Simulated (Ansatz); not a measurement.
# C6H3CaF2O: the cost of one run

Program: Ansatz 0.2.0. Level of theory: DFT unrestricted PBE0+D3(BJ), Gaussian basis def2-TZVPPD. These are calculated values, not measurements.

## 1. The starting structure

Bond lengths: O1–C2 1.320 Å, C2–C3 1.394 Å, C3–C4 1.396 Å, C4–C5 1.391 Å, C5–F6 1.340 Å, C5–C7 1.391 Å, C7–F8 1.340 Å, C2–C9 1.391 Å, C7–C9 1.392 Å, O1–Ca10 2.000 Å, C3–H11 1.087 Å, C4–H12 1.085 Å, C9–H13 1.084 Å. Angles (14 of 19 angles, heavy atoms first): O1–C2–C3 119.8°, O1–C2–C9 119.2°, C3–C2–C9 121.0°, C2–O1–Ca10 180.0°, C2–C3–C4 119.8°, C3–C4–C5 119.4°, C4–C5–F6 119.4°, C4–C5–C7 120.4°, F6–C5–C7 120.2°, C5–C7–F8 120.2°, C5–C7–C9 120.7°, F8–C7–C9 119.2°, C2–C9–C7 118.7°, C2–C3–H11 120.0°.

Coordinates:

```xyz
13

O     0.0000    0.0000    2.7035
C     0.0000    0.0000    1.3835
C     0.0000   -1.2103    0.6909
C     0.0000   -1.2104   -0.7049
C     0.0000    0.0019   -1.3874
F     0.0000    0.0021   -2.7274
C     0.0000    1.2041   -0.6869
F     0.0000    2.3693   -1.3494
C     0.0000    1.2148    0.7049
Ca    0.0000    0.0000    4.7035
H     0.0000   -2.1494    1.2385
H     0.0000   -2.1428   -1.2602
H     0.0000    2.1655    1.2249
```

## 2. Relaxing the atoms: C6H3CaF2O

File input.yaml:

```yaml
relax:
  f_tol: 0.0005
  max_steps: 200
crystal:
  periodic: [false, false, false]
  atoms:
    - { symbol: O, position_ang: [0.0, 0.0, 2.703452] }
    - { symbol: C, position_ang: [0.0, 0.0, 1.383452] }
    - { symbol: C, position_ang: [0.0, -1.210288, 0.690906] }
    - { symbol: C, position_ang: [-2.0e-06, -1.210422, -0.704917] }
    - { symbol: C, position_ang: [1.0e-06, 0.001857, -1.387424] }
    - { symbol: F, position_ang: [-2.0e-06, 0.002142, -2.727433] }
    - { symbol: C, position_ang: [2.0e-06, 1.204098, -0.686906] }
    - { symbol: F, position_ang: [2.0e-06, 2.369329, -1.349423] }
    - { symbol: C, position_ang: [-3.0e-06, 1.214755, 0.704888] }
    - { symbol: Ca, position_ang: [0.0, 0.0, 4.703452] }
    - { symbol: H, position_ang: [-3.0e-06, -2.149415, 1.238525] }
    - { symbol: H, position_ang: [-9.0e-06, -2.142835, -1.260203] }
    - { symbol: H, position_ang: [5.0e-06, 2.165488, 1.224888] }
magnetization:
  spin_polarized: true
  initial_magnetization: 1
basis:
  gaussian: { orbitals: def2-TZVPPD.json }
hamiltonian:
  xc: pbe0
  dispersion: d3bj
output:
  orbitals: {}
```

Launch:

```
$ ansatz run input.yaml --threads 8 --pin off --max-ram 16384MiB --backend cpu --events-out ev --progress --plain --runs-dir out
```

What time and memory should one allow on 8 threads of Arm Neoverse V1, shared host?

About 5.2 min, with a peak of 2.9 GiB.
